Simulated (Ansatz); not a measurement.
# BrH4NSn: one species, many methods

Aim: compute BrH4NSn with functionals from several rungs and with coupled cluster, and see how far each lands from CCSD(T) at the basis-set limit for the atomisation energy.

Computed with Ansatz 0.2.0, Gaussian basis. Level: functionals in def2-TZVPP, the program's frozen cores in correlated methods.

The runs, in order: LDA (SPW92), PBE-D4, revPBE-D4, BLYP-D4, r2SCAN-D4, B97M-V, PBE0-D4, B3LYP-D4, r2SCANh-D4, r2SCAN0-D4, HSE06-D4, BHLYP-D4, CAM-B3LYP-D4, LC-ωPBE, ωB97X-V, ωB97M-V, B2PLYP, PBE-QIDH; CCSD(T)/def2-SVP; CCSD(T)/def2-TZVPP; MP2/def2-QZVPP; extrapolation to the limit; RPA on PBE.

## 1. Structure used throughout

The geometry comes from an earlier relaxation with PBE0-D4 in a triple-zeta def2 set; it is a stationary point, not always the lowest conformer. Sn takes the def2 core potential; no spin-orbit term is included.

SMILES `[NH2][SnH2][Br]`, 7 atoms, charge 0, spin multiplicity 1.

Atoms are counted from 1 here; the program's logs count them from 0.

Bond lengths: N1–Sn2 2.004 Å, N1–H4 1.009 Å, N1–H5 1.009 Å, Sn2–Br3 2.486 Å, Sn2–H6 1.701 Å, Sn2–H7 1.701 Å. Angles: Sn2–N1–H4 116.2°, Sn2–N1–H5 116.2°, H4–N1–H5 109.9°, N1–Sn2–Br3 106.9°, N1–Sn2–H6 110.6°, N1–Sn2–H7 110.7°, Br3–Sn2–H6 105.7°, Br3–Sn2–H7 105.7°, H6–Sn2–H7 116.5°.

Coordinates:

```xyz
7
BrH4NSn
N    -1.0532    0.0066   -0.7452
Sn    0.6083    0.0431    0.3754
Br    0.6666   -2.0893    1.6520
H    -1.7576    0.6929   -0.5188
H    -0.9160   -0.0277   -1.7443
H     0.5162    1.2772    1.5423
H     1.9969    0.0292   -0.6070
```

## 2. LDA

This LDA is Slater exchange with PW92 correlation.

in.yaml reads:

```yaml
crystal:
  periodic: [false, false, false]
  atoms:
    - {symbol: N, position_ang: [-1.053210, 0.006584, -0.745168]}
    - {symbol: Sn, position_ang: [0.608289, 0.043118, 0.375352]}
    - {symbol: Br, position_ang: [0.666640, -2.089298, 1.652003]}
    - {symbol: H, position_ang: [-1.757551, 0.692897, -0.518800]}
    - {symbol: H, position_ang: [-0.915986, -0.027697, -1.744324]}
    - {symbol: H, position_ang: [0.516171, 1.277187, 1.542328]}
    - {symbol: H, position_ang: [1.996946, 0.029209, -0.606992]}
basis:
  gaussian: {orbitals: def2-TZVPP}
hamiltonian: {xc: lda}
output: {orbitals: {seedname: orbitals}}
```

Started as:

```sh
$ ansatz run in.yaml --threads 2 --pin off --events-out ev --progress --plain --max-ram 4352MiB
```

The runs that follow: PBE-D4 (GGA); revPBE-D4 (GGA); BLYP-D4 (GGA); r2SCAN-D4 (meta-GGA); B97M-V (meta-GGA); PBE0-D4 (hybrid); B3LYP-D4 (hybrid); r2SCANh-D4 (hybrid); r2SCAN0-D4 (hybrid); HSE06-D4 (hybrid); BHLYP-D4 (hybrid); CAM-B3LYP-D4 (range-separated); LC-ωPBE (range-separated); ωB97X-V (range-separated); ωB97M-V (range-separated); B2PLYP (double hybrid); PBE-QIDH (double hybrid); CCSD(T) in def2-SVP; CCSD(T) in def2-TZVPP; MP2 in def2-QZVPP; RPA on PBE orbitals.

**Question.** What will the summary of the whole plan be? Wanted: atomisation energy, CCSD(T)/CBS; farthest beyond LDA; mean size of error, GGA; mean size of error, meta-GGA; mean size of error, hybrid; mean size of error, range-separated; mean size of error, double hybrid; gap, smallest and largest; T1 diagnostic.

**Answer**, as computed:

```
                               quantity                                  value
        atomisation energy, CCSD(T)/CBS                         455.1 kcal/mol
functionals within 4.6 kcal/mol (1.0 %)                PBE-D4, B97M-V, ωB97X-V
                    farthest beyond LDA              BHLYP-D4 (-20.5 kcal/mol)
                mean size of error, GGA                          10.0 kcal/mol
           mean size of error, meta-GGA                           5.3 kcal/mol
             mean size of error, hybrid                          13.6 kcal/mol
    mean size of error, range-separated                           7.0 kcal/mol
      mean size of error, double hybrid                          14.9 kcal/mol
              gap, smallest and largest  4.48 eV (BLYP-D4), 11.85 eV (LC-ωPBE)
                          T1 diagnostic                                 0.0106
triples share of the correlation energy                                  3.2 %
```

What this shows: The LDA atomisation energy is off by 60.1 kcal/mol (13 %): it overbinds. PBE-D4 is off by -3.7 kcal/mol. Double hybrids carry the basis error of their MP2 part in triple zeta, and no dispersion term here, so their miss is partly the set-up's. Taken by rung, meta-GGA functionals do best (5.3 kcal/mol on average) and double hybrid ones worst beyond LDA (14.9 kcal/mol). The gap between the best rungs is small, so their order is not settled. Misses under about 4.6 kcal/mol are within the doubt on the reference itself, which lacks core-valence correlation, spin-orbit coupling and higher excitations, and its outer-core shells are covered unevenly. All levels share the lack of spin-orbit coupling, which lowers the free heavy atoms and so the true binding. Hartree-Fock recovers 66 % of the binding; the rest is correlation. CCSD(T) in def2-SVP is off by -48.2 kcal/mol, so the small basis spoils what the method gains. Orbital gaps span 4.5 to 11.9 eV; exact exchange widens them. Correlated methods include outer-core shells of Br, Sn, which these sets cover unevenly.
